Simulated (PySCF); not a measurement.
# C5H6F2: the cost of one run

Computed with PySCF 2.14.0, with density-fitted response routines of our own, on a single molecule in the gas phase. Atoms count from 0, in the outputs and in this text.

**1. The molecule as given**

13 atoms, charge 0, multiplicity 1; geometry from: GFN2-xTB. The atoms were then displaced at random by about 0.01 Å, so the start is not that level's minimum.

Bonds of the start (Å): C0–C1 1.30, C1–F2 1.36, C1–C3 1.54, C3–C4 1.47, C4–C5 1.31, C4–F6 1.37, C0–H7 1.09, C0–H8 1.08, C3–H9 1.08, C3–H10 1.10, C5–H11 1.09, C5–H12 1.08.

**2. Geometry optimisation at PBE0-D3(BJ)/def2-SVP**

Job settings and geometry (Å):

```
{"job": {"xc": "PBE0", "basis": "def2-SVP", "d3": "d3bj", "grid": 1, "shake": 0.01, "kind": "geom"}, "charge": 0, "multiplicity": 1}
C     -2.040990     0.032570     0.928620
C     -1.215850    -0.203200    -0.050370
F     -1.316380    -1.368280    -0.737660
C     -0.037300     0.658210    -0.526540
C      1.210580     0.152730     0.066160
C      2.116550    -0.609980    -0.486530
F      1.388610     0.574020     1.354520
H     -1.988520     0.980270     1.474060
H     -2.831550    -0.638720     1.211740
H     -0.008230     0.596720    -1.599930
H     -0.247190     1.684390    -0.202310
H      3.003750    -0.924680     0.060130
H      1.972340    -0.950920    -1.502220
```

Run with:

```
$ OMP_NUM_THREADS=1 python probes_run.py task.json out
```

One launch serves the whole session: the jobs run in the order shown.

**Question.** How long does this first job take on 1 thread of Arm Neoverse N1, shared host, and how much memory does it need?

About 1.8 min, with a peak of 0.5 GiB.
